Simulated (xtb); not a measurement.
# triplet GaBH2BrF at GFN2-xTB (ddCOSMO acetone)

Aim: a geometry optimisation of triplet GaBH2BrF. The job is set up through a Python script.

The calculation is run with xtb 6.7.1.

3 further runs of the same task are left out: 2 that didn't finish, 1 set aside as unsound or not needed.

### 1 The molecule

GaBH2BrF has 6 atoms, charge 0, and is taken as a triplet. SMILES of the parent species: `F[B]([GaH2])Br`. The shape is built from the SMILES string. That shape belongs to the parent species and isn't relaxed for this state. The run starts from this shape.

Bond lengths: F1–B2 1.449 Å, B2–Ga3 2.213 Å, B2–Br4 2.010 Å, Ga3–H5 1.463 Å, Ga3–H6 1.648 Å. Angles: F1–B2–Ga3 116.5°, F1–B2–Br4 116.3°, Ga3–B2–Br4 117.1°, B2–Ga3–H5 134.5°, B2–Ga3–H6 113.5°, H5–Ga3–H6 109.0°.

### 2 A geometry optimisation at GFN2-xTB (ddCOSMO acetone)

File conf.xyz:

```xyz
6

F      1.757529   -1.441939   -0.129998
B      1.093262   -0.210215    0.247685
Ga    -1.088818   -0.117334   -0.106957
Br     2.137018    1.485442   -0.023469
H     -1.926421    0.215500   -1.259305
H     -1.972571    0.068546    1.272044
```

File calc.py:

```python
import subprocess
from rdkit import Chem
from rdkit.Chem import AllChem

molecule = Chem.AddHs(Chem.MolFromSmiles("F[B]([GaH2])Br"))
AllChem.EmbedMolecule(molecule, randomSeed=879)
Chem.MolToXYZFile(molecule, "conf.xyz")
run = subprocess.run(["xtb", "conf.xyz", "--gfn", "2", "-o", "normal", "-u", "2", "--norestart", "--cosmo", "acetone"], capture_output=True, text=True)
print(run.stdout)
```

On the command line:

```sh
$ python calc.py
```

Q: Predict the results. Wanted: total energy at the end; dipole moment; HOMO energy; LUMO energy; dispersion energy; solvent term in the energy; mean polarisability.

Computed results:

At GFN2-xTB (ddCOSMO acetone):

| quantity | value |
| --- | --- |
| total energy at the end | -12.22417 Eh |
| dipole moment | 3.87 D |
| HOMO energy (partly filled) | -9.36 eV |
| LUMO energy | -6.89 eV |
| dispersion energy | -10.83 kJ/mol |
| solvent term in the energy | -63.5 kJ/mol |
| mean polarisability (D4 model) | 76.8 bohr³ |

What this shows: At the final geometry: Bond lengths: F1–B2 1.345 Å, B2–Br4 1.983 Å, Ga3–Br4 2.708 Å, Ga3–H5 1.644 Å, Ga3–H6 1.660 Å. Angles: F1–B2–Br4 112.9°, B2–Br4–Ga3 57.1°, Br4–Ga3–H5 95.5°, Br4–Ga3–H6 99.1°, H5–Ga3–H6 111.8°. The optimisation took 49 steps and changed the energy by -0.842 eV.
